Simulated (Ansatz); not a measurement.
# In4P4 wurtzite atom sphere (In₄P₄H₁₄): geometry, orbitals and charge

Aim: characterise In4P4 wurtzite atom sphere (In₄P₄H₁₄) as a singlet: its structure, frontier levels and distribution of charge.

Program: Ansatz 0.2.0, Gaussian basis. Level of theory: RKS PBE0-D4/def2-TZVP. These are calculated values, not measurements.

The runs, in order: relaxation at PBE-D4/def2-SVP; a single point at PBE0-D4/def2-TZVP.

1 further run of the same task is left out (set aside as unsound or not needed).

## Step 1: Starting geometry

22 atoms, charge 0, spin multiplicity 1.

Atoms are counted from 1 here; the program's logs count them from 0.

Bond lengths: In1–P2 2.702 Å, In1–P4 2.586 Å, In1–H9 1.704 Å, In1–H10 1.705 Å, P2–In6 2.602 Å, P2–H11 1.388 Å, P2–H12 1.388 Å, In3–P4 2.586 Å, In3–P5 2.701 Å, In3–H13 1.703 Å, In3–H14 1.704 Å, P4–In7 2.588 Å, P4–H15 1.390 Å, P5–In6 2.601 Å, P5–H16 1.388 Å, P5–H17 1.388 Å, In6–P8 2.603 Å, In6–H18 1.723 Å and more. Angles: P2–In1–P4 94.9°, P2–In1–H9 103.6°, P2–In1–H10 103.6°, P4–In1–H9 111.6°, P4–In1–H10 111.4°, H9–In1–H10 126.1°, In1–P2–In6 124.9°, In1–P2–H11 111.9°, In1–P2–H12 112.2°, In6–P2–H11 104.4°, In6–P2–H12 104.5°, H11–P2–H12 94.5°, P4–In3–P5 95.1°, P4–In3–H13 111.4°, P4–In3–H14 111.4°, P5–In3–H13 103.5°, P5–In3–H14 103.7°, H13–In3–H14 126.1° and more.

As a file:

```xyz
22

In   -2.2069   -1.2670   -1.4998
P    -1.9649   -1.1326    1.1882
In    2.1982   -1.2784   -1.5024
P    -0.0015   -0.0077   -1.9850
P     1.9734   -1.1308    1.1857
In    0.0053    0.0060    2.4500
In    0.0015    2.5350   -1.5044
P     0.0028    2.2790    1.1818
H    -2.0630   -2.9321   -1.8310
H    -3.5656   -0.2916   -1.8300
H    -2.0773   -2.3826    1.7818
H    -3.1060   -0.6234    1.7923
H     2.0380   -2.9433   -1.8239
H     3.5615   -0.3157   -1.8465
H    -0.0027   -0.0071   -3.3755
H     2.0940   -2.3770    1.7845
H     3.1157   -0.6145    1.7821
H     0.0004    0.0089    4.1729
H    -1.5179    3.2310   -1.8365
H     1.5206    3.2269   -1.8419
H    -1.0212    3.0034    1.7757
H     1.0155    3.0137    1.7820
```

In takes a core potential in the def2 sets. No spin-orbit coupling is included.

The start is a GFN2-xTB geometry.

## Step 2: Optimising with PBE-D4/def2-SVP

The input, in.yaml:

```yaml
crystal:
  periodic: [false, false, false]
  atoms:
    - {symbol: In, position_ang: [-2.206860, -1.266950, -1.499760]}
    - {symbol: P, position_ang: [-1.964890, -1.132600, 1.188230]}
    - {symbol: In, position_ang: [2.198160, -1.278350, -1.502380]}
    - {symbol: P, position_ang: [-0.001470, -0.007740, -1.985050]}
    - {symbol: P, position_ang: [1.973410, -1.130850, 1.185650]}
    - {symbol: In, position_ang: [0.005250, 0.005960, 2.449960]}
    - {symbol: In, position_ang: [0.001490, 2.534960, -1.504390]}
    - {symbol: P, position_ang: [0.002770, 2.278950, 1.181830]}
    - {symbol: H, position_ang: [-2.063040, -2.932120, -1.831030]}
    - {symbol: H, position_ang: [-3.565610, -0.291640, -1.830050]}
    - {symbol: H, position_ang: [-2.077290, -2.382630, 1.781790]}
    - {symbol: H, position_ang: [-3.105980, -0.623390, 1.792260]}
    - {symbol: H, position_ang: [2.037970, -2.943330, -1.823930]}
    - {symbol: H, position_ang: [3.561520, -0.315660, -1.846470]}
    - {symbol: H, position_ang: [-0.002660, -0.007120, -3.375490]}
    - {symbol: H, position_ang: [2.093970, -2.377040, 1.784520]}
    - {symbol: H, position_ang: [3.115720, -0.614520, 1.782100]}
    - {symbol: H, position_ang: [0.000420, 0.008940, 4.172940]}
    - {symbol: H, position_ang: [-1.517870, 3.231040, -1.836550]}
    - {symbol: H, position_ang: [1.520620, 3.226930, -1.841890]}
    - {symbol: H, position_ang: [-1.021170, 3.003440, 1.775680]}
    - {symbol: H, position_ang: [1.015520, 3.013710, 1.782030]}
basis:
  gaussian: {orbitals: def2-SVP}
hamiltonian: {xc: pbe, dispersion: d4}
scf: {lower_state_search: "off"}
output: {orbitals: {seedname: orbitals}}
relax: {f_tol: 0.03, max_steps: 70}
```

The run is started by

```bash
$ ansatz run in.yaml --threads 2 --pin off --events-out ev --progress --plain --max-ram 32768MiB --backend cuda --devices 0, --max-vram 18GiB
```

Further steps of the session: Single point, PBE0-D4/def2-TZVP.

Q: Predict the results of all the runs planned. Wanted: point group; commonest bond, hydrogen aside; HOMO, LUMO at PBE0-D4/def2-TZVP; dipole at PBE-D4/def2-SVP.

The runs gave:

| quantity | value |
| --- | --- |
| point group | C3v |
| commonest bond, hydrogen aside | In–P, 9 of mean length 2.637 Å |
| HOMO, LUMO at PBE0-D4/def2-TZVP | -7.02, -1.29 eV |
| dipole at PBE-D4/def2-SVP | 4.03 D |

In words: The molecule keeps its bonding pattern by the stored test; the atoms moved 0.04 Å (rms). No usable vibrations, so a minimum isn't proven. Whether this spin is the lowest isn't tested here.
